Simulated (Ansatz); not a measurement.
# The Ir-Os system: small convex hull, by script

Wanted for the Ir-Os system: a small convex hull.

All numbers are computed with Ansatz 0.2.0, driven from Python. Level of theory: DFT PBEsol, plane waves, PAW.

## (1) The system

IrOs P-6m2: It takes space group P-6m2 (No. 187, hexagonal). The conventional cell has a = 2.744 Å, b = 2.744 Å, c = 4.361 Å, α = 90.00°, β = 90.00°, γ = 120.00°. Os (site symmetry -6m2) has 6 Ir at 2.70 Å and 6 Os at 2.74 Å as nearest neighbours. Ir (site symmetry -6m2) has 6 Os at 2.70 Å and 6 Ir at 2.74 Å as nearest neighbours.

Ir3Os Pm-3m: Symmetry: Pm-3m, No. 221, cubic system. The conventional cell has a = 3.848 Å, b = 3.848 Å, c = 3.848 Å, α = 90.00°, β = 90.00°, γ = 90.00°. Around Os (site symmetry m-3m) lie 12 Ir at 2.72 Å. Ir (site symmetry 4/mmm) has 4 Os at 2.72 Å and 8 Ir at 2.72 Å as nearest neighbours.

Ir Fm-3m: The structure is cubic, space group Fm-3m (No. 225). The conventional cell has a = 3.831 Å, b = 3.831 Å, c = 3.831 Å, α = 90.00°, β = 90.00°, γ = 90.00°. Ir (site symmetry m-3m) is surrounded by 12 Ir at 2.71 Å.

Os P6_3/mmc: Symmetry: P6_3/mmc, No. 194, hexagonal system. The conventional cell has a = 2.734 Å, b = 2.734 Å, c = 4.320 Å, α = 90.00°, β = 90.00°, γ = 120.00°. Os (site symmetry -6m2) has 12 Os at 2.68 to 2.73 Å as nearest neighbours.

No structure file is read: the coordinates are typed or built in the script.

## (2) The script

The input, run_hull.py:

```python
# -*- coding: utf-8 -*-
"""Stability of Ir-Os compounds against each other, after relaxing atoms and volume at fixed cell shape."""

from collections import Counter
import warnings

import ansatz as az
import numpy as np
from scipy.spatial import ConvexHull

PHASES = {
    "IrOs P-6m2": (
        [(2.743621, 0.0, 0.0), (-1.371811, 2.376046, 0.0), (0.0, 0.0, 4.360883)],
        [
            ("Os", (1 / 3, 2 / 3, 0.0)),
            ("Ir", (2 / 3, 1 / 3, 0.5)),
        ],
    ),
    "Ir3Os Pm-3m": (
        [(3.848074, 0.0, 0.0), (0.0, 3.848074, 0.0), (0.0, 0.0, 3.848074)],
        [
            ("Os", (0.0, 0.0, 0.0)),
            ("Ir", (0.0, 0.5, 0.5)),
            ("Ir", (0.5, 0.5, 0.0)),
            ("Ir", (0.5, 0.0, 0.5)),
        ],
    ),
    "Ir": (
        [(0.0, 1.9156, 1.9156), (1.9156, 0.0, 1.9156), (1.9156, 1.9156, 0.0)],
        [
            ("Ir", (0.0, 0.0, 0.0)),
        ],
    ),
    "Os": (
        [(2.7341, 0.0, 0.0), (-1.36705, 2.3678, 0.0), (0.0, 0.0, 4.3197)],
        [
            ("Os", (1 / 3, 2 / 3, 0.25)),
            ("Os", (2 / 3, 1 / 3, 0.75)),
        ],
    ),
}


def build(vectors, sites):
    crystal = az.Crystal(lattice=az.Lattice.of(vectors))
    for symbol, position in sites:
        crystal = crystal.atom(symbol, position)
    return crystal


def run_phase(name, crystal):
    calc = crystal.calculation()
    calc = calc.functional("pbesol")
    calc = calc.basis(500)
    calc = calc.kpoints(spacing=0.27).occupations("fermi_dirac", width=0.05)
    calc = calc.relax(force_tolerance=0.02, max_steps=60, fix_cell=["shape"])
    return calc.run(threads=1)


def counts(outcome):
    return Counter(site.symbol for site in outcome.lattice.sites)

def formation_energy(outcome, mu):
    n = counts(outcome)
    return (outcome.report["energy_sigma0_ev"] - sum(k * mu[element] for element, k in n.items())) / sum(n.values())

warnings.simplefilter("ignore")

phases = {name: build(*cell) for name, cell in PHASES.items()}

done = {}
for name, crystal in phases.items():
    done[name] = run_phase(name, crystal)
    print(f"{name}: {done[name].report['energy_sigma0_ev']:.4f} eV, {len(done[name].lattice.sites)} atoms")

# energy of one atom in its reference phase
references = {"Ir": "Ir", "Os": "Os"}
mu = {element: done[name].report["energy_sigma0_ev"] / len(done[name].lattice.sites) for element, name in references.items()}
points = sorted((counts(o)["Os"] / len(o.lattice.sites), formation_energy(o, mu), name) for name, o in done.items())

xy = np.array([(x, e) for x, e, _ in points] + [(0.5, 10.0)])
hull = sorted(tuple(xy[i]) for i in ConvexHull(xy).vertices if xy[i, 1] < 5)
rows = [(name, x, e, e - np.interp(x, *zip(*hull))) for x, e, name in points]
print("     phase       x(Os)  E_form (eV/atom)  above hull (eV/atom)")
for row in rows:
    print(f"{str(row[0]):>10}  {row[1]:10.3f}  {row[2]:16.4f}  {row[3]:20.4f}")
print("on the hull of these phases:", ", ".join(row[0] for row in rows if row[3] < 1e-6))
```

## (3) The run

On the command line:

```bash
$ python run_hull.py
```

Log:

```text
IrOs P-6m2: -23050.0354 eV, 2 atoms
Ir3Os Pm-3m: -46648.0030 eV, 4 atoms
Ir: -11799.0077 eV, 1 atoms
Os: -22502.1030 eV, 2 atoms
     phase       x(Os)  E_form (eV/atom)  above hull (eV/atom)
        Ir       0.000            0.0000                0.0000
Ir3Os Pm-3m       0.250            0.0179                0.0179
IrOs P-6m2       0.500            0.0119                0.0119
        Os       1.000            0.0000                0.0000
on the hull of these phases: Ir, Os
```

Run time: 35 s. Hardware: 1 thread of Arm Neoverse V2, shared host; peak memory 0.51 GiB.

## (4) The engine's runs

From the records of these 4 runs:

```
run           system  space group at the end  energy (eV/atom)  from the elements (meV/atom)  final volume (Å³/atom)  SCF cycles in all  CPU time (s)
  1   IrOs (2 atoms)                   P-6m2       -11525.0177                          11.9                   13.98                 33            13
  2  Ir3Os (4 atoms)                   Pm-3m       -11662.0008                          17.9                   14.01                 33            11
  3      Ir (1 atom)                   Fm-3m       -11799.0077                           0.0                   14.07                 15           2.2
  4     Os (2 atoms)                P6_3/mmc       -11251.0515                           0.0                   13.89                 31           6.8
```

Energies are extrapolated to zero smearing width, as in the script. Totals carry meaning only in balanced differences at one level of theory.

## (5) How the relaxation of run 2 went

Relaxation path:

| step | E - E(step 1) (eV/cell) | largest force component (eV/Å) | pressure (GPa) | volume (Å³) |
| --- | --- | --- | --- | --- |
| 1 | 0.0000 | 0.0000 | -6.28 | 56.98 |
| 2 | 0.0696 | 0.0000 | 15.25 | 54.11 |
| 3 | -0.0188 | 0.0000 | -0.45 | 56.11 |
| 4 | -0.0189 | 0.0000 | 0.00 | 56.05 |
| 5 | -0.0186 | 0.0000 | -0.01 | 56.05 |

Step 1 is the start. Step 2 was tried and not accepted.

|  | before | after | change |
| --- | --- | --- | --- |
| a (Å) | 3.848 | 3.827 | -0.5 % |
| b (Å) | 3.848 | 3.827 | -0.5 % |
| c (Å) | 3.848 | 3.827 | -0.5 % |
| volume (Å³/atom) | 14.25 | 14.01 | -1.6 % |
| shortest distance (Å) | 2.721 | 2.706 | -0.5 % |
| space group (0.01 Å) | Pm-3m | Pm-3m | same |

Forces and stress were held to the start's 48 operations: a distortion of lower symmetry was not tested.

## (6) Path of the relaxation of run 3

Step by step:

| step | energy from step 1 (eV/cell) | largest force component (eV/Å) | pressure (GPa) | volume (Å³) |
| --- | --- | --- | --- | --- |
| 1 | 0.0000 | 0.0000 | 0.27 | 14.06 |
| 2 | 0.0000 | 0.0000 | -0.48 | 14.09 |
| 3 | 0.0000 | 0.0000 | 0.00 | 14.07 |
| 4 | 0.0000 | 0.0000 | 0.00 | 14.07 |

Step 1 is the start. Step 2 was tried and not accepted.

Lengths and angles in the start's conventional setting:

|  | before | after | change |
| --- | --- | --- | --- |
| a (Å) | 3.831 | 3.832 | 0.0 % |
| b (Å) | 3.831 | 3.832 | 0.0 % |
| c (Å) | 3.831 | 3.832 | 0.0 % |
| volume (Å³/atom) | 14.06 | 14.07 | +0.1 % |
| shortest distance (Å) | 2.709 | 2.710 | 0.0 % |
| space group (0.01 Å) | Fm-3m | Fm-3m | same |

Forces and stress were held to the start's 48 operations: a distortion of lower symmetry was not tested.

## (7) Summary of results

| quantity | value |
| --- | --- |
| on the hull of these phases | Ir, Os |
| runs compared | 4 |
| energy of IrOs (run 1) from the elements | 12 meV/atom |
| energy of Ir3Os (run 2) from the elements | 18 meV/atom |

In words: Among these few phases the hull runs through Ir, Os; other phases, not tried, may lie lower. No cell tried lies below the elements: the best, IrOs, is 12 meV/atom above them. Temperature and entropy of mixing are left out. In run 2, over 2 moves the cell shrank by 1.6 % in volume, and the space group stayed Pm-3m. In run 3, the volume grew by 0.1 % over 1 move, and the space group stayed Fm-3m. Notes:
- Total energies depend on the potentials; only differences at equal settings carry meaning.
- No spin polarisation was allowed.
- For the metals among these phases the mesh is modest: their energies are good to some meV an atom at best.
- The smearing is wide enough that free energy and stress hold a thermal part of the electrons.
- Only the volume is relaxed, with the cell's shape held, which can hide stresses and change volumes much.
- Spin-orbit coupling, which matters for elements this heavy, is left out.
- The cells come from databases of deposited and of computed structures, and not all need be stable phases.
- Differences under about 15 meV an atom lie within the error of mesh and functional, so such verdicts may flip; only the cells listed enter the hull.
